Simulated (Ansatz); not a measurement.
# Ta: a line through a two-coordinate scan

Aim: follow the energy of Ta (Im-3m, No. 229; 1 atom in the cell) along one coordinate, normal strain along x, with the other held at normal strain along z = 15 %.

Computed with Ansatz 0.2.0 (DFT PBEsol, scalar-relativistic, plane waves, PAW, unless a step's input says otherwise).

16 further runs of the same task are left out: 16 set aside as unsound or not needed.

### Step 1. The system as given

It takes space group Im-3m (No. 229, cubic). Conventional cell: a = 3.280 Å, b = 3.280 Å, c = 3.280 Å, α = 90.00°, β = 90.00°, γ = 90.00°. Ta (site symmetry m-3m) has 8 Ta at 2.84 Å as nearest neighbours.

Structure file:

```
CELL_PARAMETERS angstrom
-1.64023 1.64023 1.64023
1.64023 -1.64023 1.64023
1.64023 1.64023 -1.64023
ATOMIC_POSITIONS crystal
Ta 0.00000 0.00000 0.00000
```

This cell was relaxed beforehand with the same method: volume 17.65 Å³/atom, gap on the mesh none (metal).

### Step 2. What is varied

The energy is mapped over two homogeneous strains (x along [1 0 0], y along [0 1 0], z along [0 0 1] of the conventional cell).

- normal strain along x: 7 values from −11.0 to 11.0 %
- normal strain along z: 7 values from −15 to 15 %

Nothing else is relaxed (symmetry fixes all fractional coordinates). Energies count from the relaxed crystal. Points are written as (first, second).

### Step 3. Grid point (−11.0 %, 15 %)

input.yaml reads:

```yaml
crystal:
  lattice:
    - [-1.4598034852, 1.640228635, 1.8862629302]
    - [1.4598034852, -1.640228635, 1.8862629302]
    - [1.4598034852, 1.640228635, -1.8862629302]
  atoms:
    - { symbol: Ta, position: [0.0, 0.0, 0.0] }
basis:
  ecutwfc: 420
kpoints:
  mp_grid: { grid: [20, 20, 20] }
hamiltonian:
  xc: pbesol
  pseudopotentials: { kind: paw, azcp: { folder: soft_1 } }
scf:
  occupations: { method: gaussian, width: 0.15 }
output:
  forces: true
  stress: true
  eigenvalues: true
```

Command:

```console
$ ansatz run input.yaml --threads 1 --pin off --max-ram 2048MiB --backend cpu --events-out ev --progress --plain --runs-dir out
```

The log of the run, shortened:

```text
Warning: <dir> the record states the generating functional pbe (its physics header spells it `PBE`), which answers neither for hamiltonian.xc's functional nor for the pbesol family's — results may be inconsistent (PPs are generated against a specific XC)
Warning: RAYON_NUM_THREADS=1 ignored (pool sized by the plan → 1); use --threads N
[...]
Pseudopotentials: kind: paw
Pseudopotential: Ta, paw, valence charge 13, recommended cutoff 420 eV (normal), <dir>
Functional definition: PBEsol
[...]
Crystal: 1 atoms, lattice volume = 18.066 Å³
Basis set: ecut = 420 eV, 355 PW (Γ), exchange–correlation on 40×40×40 points (8 copies of the dense FFT grid, shifted against one another)
Bands: 11, of which v1, the nominal top of the filled ones, is band 7 counted from 1 (6 counted from 0)
Symmetry: 8 space group operations
Space group: Immm (ITA 71), of the structure as read, at distance tolerance 2.6e-5 Å
k-points: 1166 of 8000
[...]
SCF iter   1: F=—  HF=-9807.388578 eV  |F-HF|=—  |Δ(HF+E_count)|=         —  Δρ=4.43e-2  dr2=3.43e-1  ethr=3.10e-3  ⟨swp⟩=5.0  Hψ=66385  notcnv=0
[...]
SCF iter   5: F=-9807.255797 eV  HF=-9807.255797 eV  |F-HF|=3.58e-8  |Δ(HF+E_count)|=   1.44e-6  Δρ=2.16e-5  dr2=5.42e-8  ethr=7.69e-10  ⟨swp⟩=6.9  Hψ=63988  notcnv=0
[...]
SCF converged after 5 iterations
Free energy (F): -9807.255797 eV
[...]
E sigma→0 (E₀):  -9807.249732 eV
Entropy (-TS):   -0.012130 eV (-12.130 meV/atom)
Fermi energy:    18.519642 eV
[...]
--- Forces (eV/Å), atoms counted from 1 ---
  atom   1  Ta     0.00000000    -0.00000000    -0.00000000
[...]
--- Stress (GPa, compression-positive) ---
        8.105697       0.000000       0.000000
        0.000000       0.838138       0.000000
        0.000000       0.000000     -10.769605
  P = ⅓ Tr σ = -0.6086 GPa (-6.086 kbar)
--- Band table (eV; the first three rows and the last of 1166) ---
  k-point 0: bands = ["-48.7900", "-14.7588", "-14.7313", "-14.6358", "10.3631", "17.8268", "19.6567", "19.9992", "20.9545", "23.3730", "31.2473"]
[...]
```

Run time: 10 s. Hardware: 1 thread of Arm Neoverse V2, shared host; peak memory 0.49 GiB.

That is 159 meV/atom from the zero.

### Step 4. Point (−3.7 %, 15 %)

Edit input.yaml of step 3 so:

```diff
@@ -2,5 +2,5 @@
   lattice:
-    - [-1.4598034852, 1.640228635, 1.8862629302]
-    - [1.4598034852, -1.640228635, 1.8862629302]
-    - [1.4598034852, 1.640228635, -1.8862629302]
+    - [-1.5800322441, 1.640228635, 1.8862629302]
+    - [1.5800322441, -1.640228635, 1.8862629302]
+    - [1.5800322441, 1.640228635, -1.8862629302]
   atoms:
```

Command:

```console
$ ansatz run input.yaml --threads 1 --pin off --max-ram 2048MiB --backend cpu --events-out ev --progress --plain --runs-dir out
```

The log of the run, shortened:

```text
Warning: <dir> the record states the generating functional pbe (its physics header spells it `PBE`), which answers neither for hamiltonian.xc's functional nor for the pbesol family's — results may be inconsistent (PPs are generated against a specific XC)
Warning: RAYON_NUM_THREADS=1 ignored (pool sized by the plan → 1); use --threads N
[...]
[... 3 set-up lines as earlier in the session ...]
[...]
Crystal: 1 atoms, lattice volume = 19.554 Å³
Basis set: ecut = 420 eV, 371 PW (Γ), exchange–correlation on 40×40×40 points (8 copies of the dense FFT grid, shifted against one another)
Bands: 11, of which v1, the nominal top of the filled ones, is band 7 counted from 1 (6 counted from 0)
[... 1 set-up line as earlier in the session ...]
Space group: Immm (ITA 71), of the structure as read, at distance tolerance 2.7e-5 Å
k-points: 1166 of 8000
[...]
SCF iter   1: F=—  HF=-9807.387633 eV  |F-HF|=—  |Δ(HF+E_count)|=         —  Δρ=4.45e-2  dr2=4.20e-1  ethr=3.10e-3  ⟨swp⟩=5.0  Hψ=66309  notcnv=0
[...]
SCF iter   6: F=-9807.225916 eV  HF=-9807.225916 eV  |F-HF|=3.04e-10  |Δ(HF+E_count)|=   1.27e-8  Δρ=3.79e-6  dr2=8.59e-10  ethr=3.04e-10  ⟨swp⟩=2.0  Hψ=41091  notcnv=0
[...]
SCF converged after 6 iterations
Free energy (F): -9807.225916 eV
[...]
E sigma→0 (E₀):  -9807.217685 eV
Entropy (-TS):   -0.016462 eV (-16.462 meV/atom)
Fermi energy:    16.788724 eV
[...]
--- Forces (eV/Å), atoms counted from 1 ---
  atom   1  Ta     0.00000000     0.00000000     0.00000000
[...]
--- Stress (GPa, compression-positive) ---
      -11.605929       0.000000       0.000000
        0.000000     -12.509903       0.000000
        0.000000       0.000000     -22.683184
  P = ⅓ Tr σ = -15.5997 GPa (-155.997 kbar)
--- Band table (eV; the first three rows and the last of 1166) ---
  k-point 0: bands = ["-50.6132", "-16.6316", "-16.6283", "-16.6097", "9.0659", "16.8295", "17.3405", "18.6891", "19.0136", "21.1352", "29.5989"]
[...]
```

It took 12 s on 1 thread of Arm Neoverse V2, shared host; peak memory 0.51 GiB.

Energy on the map's scale: 189 meV/atom.

### Step 5. The run at (0.0 %, 15 %)

Edit input.yaml of step 4 so:

```diff
@@ -2,5 +2,5 @@
   lattice:
-    - [-1.5800322441, 1.640228635, 1.8862629302]
-    - [1.5800322441, -1.640228635, 1.8862629302]
-    - [1.5800322441, 1.640228635, -1.8862629302]
+    - [-1.640228635, 1.640228635, 1.8862629302]
+    - [1.640228635, -1.640228635, 1.8862629302]
+    - [1.640228635, 1.640228635, -1.8862629302]
   atoms:
```

Command:

```console
$ ansatz run input.yaml --threads 1 --pin off --max-ram 2048MiB --backend cpu --events-out ev --progress --plain --runs-dir out
```

The log of the run, shortened:

```text
[...]
SCF converged after 6 iterations
Free energy (F): -9807.156862 eV
[...]
E sigma→0 (E₀):  -9807.148369 eV
Entropy (-TS):   -0.016986 eV (-16.986 meV/atom)
Fermi energy:    16.038586 eV
[...]
--- Forces (eV/Å), atoms counted from 1 ---
  atom   1  Ta     0.00000000    -0.00000000    -0.00000000
[...]
--- Stress (GPa, compression-positive) ---
      -18.004927       0.000000       0.000000
        0.000000     -18.004927       0.000000
        0.000000       0.000000     -26.575880
  P = ⅓ Tr σ = -20.8619 GPa (-208.619 kbar)
--- Band table (eV; the first three rows and the last of 641) ---
  k-point 0: bands = ["-51.4465", "-17.4959", "-17.4837", "-17.4837", "8.4980", "16.3691", "16.3691", "17.7334", "18.4293", "20.1752", "28.8756"]
[...]
```

Run time: 6.7 s. Hardware: 1 thread of Arm Neoverse V2, shared host; peak memory 0.4 GiB.

That is 258 meV/atom from the zero.

### Step 6. Point (3.7 %, 15 %)

input.yaml reads:

```yaml
crystal:
  lattice:
    - [-1.7004250259, 1.640228635, 1.8862629302]
    - [1.7004250259, -1.640228635, 1.8862629302]
    - [1.7004250259, 1.640228635, -1.8862629302]
  atoms:
    - { symbol: Ta, position: [0.0, 0.0, 0.0] }
basis:
  ecutwfc: 420
kpoints:
  mp_grid: { grid: [20, 20, 20] }
hamiltonian:
  xc: pbesol
  pseudopotentials: { kind: paw, azcp: { folder: soft_1 } }
scf:
  occupations: { method: gaussian, width: 0.15 }
output:
  forces: true
  stress: true
  eigenvalues: true
  write_density: true
  write_potential: true
  elf: true
  volumetric_format: npy
```

Command:

```console
$ ansatz run input.yaml --threads 1 --pin off --max-ram 2048MiB --backend cpu --events-out ev --progress --plain --runs-dir out
```

The log of the run, shortened:

```text
Warning: <dir> the record states the generating functional pbe (its physics header spells it `PBE`), which answers neither for hamiltonian.xc's functional nor for the pbesol family's — results may be inconsistent (PPs are generated against a specific XC)
Warning: RAYON_NUM_THREADS=1 ignored (pool sized by the plan → 1); use --threads N
[...]
[... 3 set-up lines as earlier in the session ...]
[...]
Crystal: 1 atoms, lattice volume = 21.044 Å³
Basis set: ecut = 420 eV, 403 PW (Γ), exchange–correlation on 48×48×48 points (8 copies of the dense FFT grid, shifted against one another)
Bands: 11, of which v1, the nominal top of the filled ones, is band 7 counted from 1 (6 counted from 0)
[... 1 set-up line as earlier in the session ...]
Space group: Immm (ITA 71), of the structure as read, at distance tolerance 2.8e-5 Å
k-points: 1166 of 8000
[...]
SCF iter   1: F=—  HF=-9807.249295 eV  |F-HF|=—  |Δ(HF+E_count)|=         —  Δρ=4.48e-2  dr2=4.95e-1  ethr=3.10e-3  ⟨swp⟩=5.0  Hψ=66320  notcnv=0
[...]
SCF iter   6: F=-9807.060264 eV  HF=-9807.060264 eV  |F-HF|=1.84e-10  |Δ(HF+E_count)|=   1.44e-8  Δρ=4.37e-6  dr2=8.56e-10  ethr=3.03e-10  ⟨swp⟩=5.0  Hψ=63980  notcnv=0
[...]
SCF converged after 6 iterations
Free energy (F): -9807.060264 eV
[...]
E sigma→0 (E₀):  -9807.051282 eV
Entropy (-TS):   -0.017966 eV (-17.966 meV/atom)
Fermi energy:    15.351806 eV
[...]
--- Forces (eV/Å), atoms counted from 1 ---
  atom   1  Ta     0.00000000    -0.00000000     0.00000000
[...]
--- Stress (GPa, compression-positive) ---
      -23.305942       0.000000       0.000000
        0.000000     -22.431412       0.000000
        0.000000       0.000000     -29.398517
  P = ⅓ Tr σ = -25.0453 GPa (-250.453 kbar)
--- Band table (eV; the first three rows and the last of 1166) ---
  k-point 0: bands = ["-52.2242", "-18.2990", "-18.2931", "-18.2817", "7.9749", "15.5036", "15.9364", "16.8778", "17.7711", "19.3392", "28.2059"]
[...]
```

It took 17 s on 1 thread of Arm Neoverse V2, shared host; peak memory 0.51 GiB.

The maps below are laid out on this run's own conventional cell (a, b, c = 3.280, 3.401, 3.773 Å).

Density in a lattice plane of the grid's cell (edges 3.28 and 3.77 Å, at 0.000 of the third edge), which holds Ta.

Ten even steps from ' ' (0.16 e/Å³) to '@' (4.74 e/Å³):
```
%%@@@@%%++::                  ::++%%@@@@
@@@@@@**--..                  ..--**@@@@
####++==::..                  ..::==++##
----::..                          ..::--
....                                  ..
                                        
                                        
                                        
                                        
                                        
                                        
                                        
                                        
                                        
....                                  ..
----::..                          ..::--
####++==::..                  ..::==++##
@@@@@@**--..                  ..--**@@@@
%%@@@@%%++::                  ::++%%@@@@
**##@@%%++::..              ..::++%%@@##
```
Columns run along the first of these edges and rows up along the second, over one cell in 20 and 20 even steps from the bottom left corner. Atoms in the plane (fractional): Ta at (0.00, 0.00).

ELF in the same plane.

Ten even steps from ' ' (0.00) to '@' (0.76):
```
..--##@@@@**--::::==++==::::--**@@@@##--
##%%@@@@%%++--::--++++++--::--++%%@@@@%%
@@@@@@%%**==::--==******==--::==**%%@@@@
%%####++--::--==++######++==--::--++####
----::::::--==++**######**++==--::::::--
......::::==++**##########**++==::::....
..::::--==++******######******++==--::::
----==++++**********************++++==--
++++++**********++++++++++**********++++
****************++++++++++**************
++++++**********++++++++++**********++++
----==++++**********************++++==--
..::::--==++******######******++==--::::
......::::==++**##########**++==::::....
----::::::--==++**######**++==--::::::--
%%####++--::--==++######++==--::--++####
@@@@@@%%**==::--==******==--::==**%%@@@@
##%%@@@@%%++--::--++++++--::--++%%@@@@%%
..--##@@@@**--::::==++==::::--**@@@@##--
  ..**@@@@**--::::======::::--**@@@@**..
```
Columns run along the first of these edges and rows up along the second, over one cell in 20 and 20 even steps from the bottom left corner. Atoms in the plane (fractional): Ta at (0.00, 0.00).

Both are smooth fields of the valence electrons: close to the nuclei they are not physical.

The highest ELF values outside the cores: 0.60 between the atoms, 1.9 Å from Ta.

That is 354 meV/atom from the zero.

### Step 7. Point (7.3 %, 15 %)

input.yaml reads:

```yaml
crystal:
  lattice:
    - [-1.7604573939, 1.640228635, 1.8862629302]
    - [1.7604573939, -1.640228635, 1.8862629302]
    - [1.7604573939, 1.640228635, -1.8862629302]
  atoms:
    - { symbol: Ta, position: [0.0, 0.0, 0.0] }
basis:
  ecutwfc: 420
kpoints:
  mp_grid: { grid: [20, 20, 20] }
hamiltonian:
  xc: pbesol
  pseudopotentials: { kind: paw, azcp: { folder: soft_1 } }
scf:
  occupations: { method: gaussian, width: 0.15 }
output:
  forces: true
  stress: true
  eigenvalues: true
```

Command:

```console
$ ansatz run input.yaml --threads 1 --pin off --max-ram 2048MiB --backend cpu --events-out ev --progress --plain --runs-dir out
```

The log of the run, shortened:

```text
[...]
SCF converged after 6 iterations
Free energy (F): -9806.942533 eV
[...]
E sigma→0 (E₀):  -9806.933062 eV
Entropy (-TS):   -0.018941 eV (-18.941 meV/atom)
Fermi energy:    14.722891 eV
[...]
--- Forces (eV/Å), atoms counted from 1 ---
  atom   1  Ta     0.00000000     0.00000000     0.00000000
[...]
--- Stress (GPa, compression-positive) ---
      -27.290430       0.000000       0.000000
        0.000000     -26.357410       0.000000
        0.000000       0.000000     -31.234491
  P = ⅓ Tr σ = -28.2941 GPa (-282.941 kbar)
--- Band table (eV; the first three rows and the last of 1166) ---
  k-point 0: bands = ["-52.9513", "-19.0462", "-19.0440", "-19.0290", "7.4922", "14.7319", "15.5275", "16.1097", "17.0533", "18.6116", "27.5822"]
[...]
```

It took 14 s on 1 thread of Arm Neoverse V2, shared host; peak memory 0.53 GiB.

Energy on the map's scale: 472 meV/atom.

### Step 8. Grid point (11.0 %, 15 %)

Edit input.yaml of step 7 so:

```diff
@@ -2,5 +2,5 @@
   lattice:
-    - [-1.7604573939, 1.640228635, 1.8862629302]
-    - [1.7604573939, -1.640228635, 1.8862629302]
-    - [1.7604573939, 1.640228635, -1.8862629302]
+    - [-1.8206537848, 1.640228635, 1.8862629302]
+    - [1.8206537848, -1.640228635, 1.8862629302]
+    - [1.8206537848, 1.640228635, -1.8862629302]
   atoms:
```

Command:

```console
$ ansatz run input.yaml --threads 1 --pin off --max-ram 2048MiB --backend cpu --events-out ev --progress --plain --runs-dir out
```

The log of the run, shortened:

```text
[...]
SCF converged after 6 iterations
Free energy (F): -9806.808143 eV
[...]
E sigma→0 (E₀):  -9806.798604 eV
Entropy (-TS):   -0.019077 eV (-19.077 meV/atom)
Fermi energy:    14.142368 eV
[...]
--- Forces (eV/Å), atoms counted from 1 ---
  atom   1  Ta     0.00000000     0.00000000     0.00000000
[...]
--- Stress (GPa, compression-positive) ---
      -30.390819       0.000000       0.000000
        0.000000     -29.673400       0.000000
        0.000000       0.000000     -32.321852
  P = ⅓ Tr σ = -30.7954 GPa (-307.954 kbar)
--- Band table (eV; the first three rows and the last of 1166) ---
  k-point 0: bands = ["-53.6392", "-19.7507", "-19.7505", "-19.7349", "7.0426", "14.0356", "15.1355", "15.4128", "16.3039", "17.9508", "26.9937"]
[...]
```

Run time: 14 s. Hardware: 1 thread of Arm Neoverse V2, shared host; peak memory 0.54 GiB.

That is 606 meV/atom from the zero.

### Step 9. What came out

| normal strain along x (%) | step | energy (meV/atom) | slope (meV/atom per %) | pressure (GPa) |
| --- | --- | --- | --- | --- |
| −11.0 | 3 | 159 | −10.3 | −0.6 |
| −7.3 | – | 151 | 5.1 | −9.0 |
| −3.7 | 4 | 189 | 14.7 | −15.6 |
| 0.0 | 5 | 258 | 22.8 | −20.9 |
| 3.7 | 6 | 354 | 29.5 | −25.0 |
| 7.3 | 7 | 472 | 34.6 | −28.3 |
| 11.0 | 8 | 606 | 38.5 | −30.8 |

Energies count from the relaxed crystal. Rows without a step come from runs not printed here or follow by symmetry. Slopes come from the forces (and the stress, where the cell changes), not from differences of energies.

Along the line the energy is lowest at −7.3 %, 151 meV/atom from the zero. A fit to energies and slopes at the lowest point and its two neighbours puts the minimum at −8.75 %, with a curvature of about 4 meV/atom per %². Divided by the reference volume, that is a stiffness of about 360 GPa for this pattern of strain. The highest point computed, at 11.0 %, lies 455 meV/atom above the lowest. This is one cut through a surface in two coordinates; the map's lowest point lies off it. The runs treat Ta without spin-orbit coupling.
